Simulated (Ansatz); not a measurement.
# Ba, space group P4/mmm: an all-electron equation of state

With the Python package of Ansatz (0.2.0).

Typed at the interpreter:
```pycon
>>> import ansatz
>>> from ase.eos import EquationOfState
>>> from ase.units import GPa
>>> import numpy as np
>>> XC = "pbesol"
>>> SMEARING = "Fermi-Dirac"
>>> WIDTH_EV = 0.15
>>> KGRID = (7, 7, 8)
>>> vectors0 = np.array([
...     [3.99965, 0.0, 0.0],
...     [0.0, 3.99965, 0.0],
...     [0.0, 0.0, 3.605539],
... ])
>>> sites = [
...     ("Ba", [0.5, 0.5, 0.5]),
... ]
>>> def make_crystal(cell):
...     crystal = ansatz.Crystal(lattice=ansatz.Lattice.of(cell))
...     for symbol, position in sites:
...         crystal = crystal.atom(symbol, position)
...     return crystal
...
>>> volumes, energies = [], []
>>> for scale in np.linspace(0.94, 1.06, 7):
...     cell = vectors0 * scale ** (1 / 3)
...     model = (
...         make_crystal(cell).calculation()
...         .functional(XC)
...         .occupations(SMEARING, width=WIDTH_EV)
...         .kpoints(*KGRID)
...         .pseudopotentials("all_electron", lapw=True, basis_error=0.001)
...     )
...     rep = model.run(threads=1, backend="cpu").report
...     volumes.append(abs(np.linalg.det(cell)) / len(sites))
...     energies.append(rep["free_energy_ev"] / len(sites))
...     print(f"{scale:.3f} {volumes[-1]:9.4f} A^3/atom {energies[-1]:16.5f} eV/atom  (estimated basis error {1000 * rep['lapw_basis_errors']['total_ev_per_atom']:.2f} meV/atom)")
...
0.940   54.2178 A^3/atom    -221285.08558 eV/atom  (estimated basis error 0.46 meV/atom)
0.960   55.3714 A^3/atom    -221285.08710 eV/atom  (estimated basis error 0.46 meV/atom)
0.980   56.5250 A^3/atom    -221285.08754 eV/atom  (estimated basis error 0.45 meV/atom)
1.000   57.6785 A^3/atom    -221285.08697 eV/atom  (estimated basis error 0.45 meV/atom)
1.020   58.8321 A^3/atom    -221285.08549 eV/atom  (estimated basis error 0.44 meV/atom)
1.040   59.9857 A^3/atom    -221285.08317 eV/atom  (estimated basis error 0.45 meV/atom)
1.060   61.1392 A^3/atom    -221285.08008 eV/atom  (estimated basis error 0.46 meV/atom)
>>> v0, e0, bulk = EquationOfState(volumes, energies, eos="birchmurnaghan").fit()
>>> print(f"V0 = {v0:.4f} A^3/atom, B0 = {bulk / GPa:.1f} GPa")
V0 = 56.4131 A^3/atom, B0 = 6.8 GPa
```

A third-order Birch-Murnaghan fit through the 7 points has its minimum at 56.43 Å³ an atom, 2.2 % below the typed cell, with a bulk modulus of 7 GPa and dB/dP = 3.3. From that minimum the energy rises by 2.0 meV an atom on the compressed side and 7.5 meV on the expanded side.

The settings weren't tested for convergence. Shape and fractional positions are held along the curve, so the bulk modulus is an upper value where they are free to relax, by a factor of two or more in layered or hydrogen-bonded cells. For a metal this k-point mesh is coarse: on a finer one energies can move by several to tens of meV an atom and pressures by half a GPa or more, differences at one mesh by less. A Fermi-Dirac width this large means warm electrons, whose thermal share enters the free energy. This isn't the structure that Ba takes at ambient conditions. Timing: 28 s on 1 thread of Arm Neoverse V2, with other jobs on the host, peak memory 0.31 GiB.
